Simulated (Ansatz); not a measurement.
Predict the output of the script below (the Ansatz DFT code, driven from Python).

`ch3bfno.py`
```python
from pathlib import Path

import ansatz as az
from ase import Atoms
import numpy as np

atoms = Atoms(['F', 'B', 'N', 'C', 'O', 'H', 'H', 'H'], positions=[
    [1.4918, -0.346, 2.1182],
    [0.8229, 0.0342, 0.8441],
    [-0.6623, 0.4095, 0.463],
    [-0.3383, -0.2568, -0.7635],
    [0.9034, -0.5965, -0.5318],
    [-0.6382, 1.4556, 0.3001],
    [-1.017, -1.1786, -0.8343],
    [-0.4702, 0.4214, -1.6515],
])
molecule = az.Crystal.molecule_from_ase(atoms)

job = molecule.calculation()
job = job.basis(gaussian='def2-SVP').accuracy('high')

print('functional    E (Ha)        dipole (D)   HOMO (eV)  LUMO (eV)')
for name in ['r2scan', 'lc_wpbe', 'lda', 'blyp', 'hf']:
    summary = job.functional(name).forces().orbitals().run(runs_dir='runs').report
    lines = Path(summary['orbitals_path']).read_text().splitlines()
    field_of = lambda key: [line.split('=')[1].strip() for line in lines if line.startswith(key)]
    orbitals = [(27.211386 * float(e), s, float(n)) for e, s, n in zip(field_of('Ene='), field_of('Spin='), field_of('Occup='))]
    homo = max(e for e, _, n in orbitals if n > 0.5)
    lumo = min(e for e, _, n in orbitals if n < 0.5)
    dipole = 4.803205 * np.linalg.norm(summary['charge_distribution']['dipole_moment_e_ang'])
    print(f'{name:10s} {summary["free_energy_ev"] / 27.211386246:14.6f} {dipole:9.3f} {homo:11.3f} {lumo:10.3f}')
```

Running `python ch3bfno.py` prints:
```text
functional    E (Ha)        dipole (D)   HOMO (eV)  LUMO (eV)
r2scan        -294.237001     2.471      -6.744     -2.092
lc_wpbe       -294.211444     2.532     -10.749      0.958
lda           -292.145904     2.464      -6.515     -2.495
blyp          -294.324640     2.302      -6.224     -2.183
hf            -292.840659     2.858     -11.746      2.084
```

Notes:
- The settings weren't tested for convergence.
- The geometry is a force-field or estimated start, not a minimum of this method, and the basis set is short of its limit. A lower total doesn't mark the better method: functionals have no common bound, and MP2 and coupled cluster aren't variational.
- Levels such as HOMO and LUMO are orbital energies: with these approximate functionals they aren't the ionisation energy and electron affinity, and their gap isn't the fundamental gap.
- The whole script took 44 s on 1 thread of Arm Neoverse V1 (shared host), peak memory 0.35 GiB.

(Lines on the test bed's own set-up are left out of the output.)
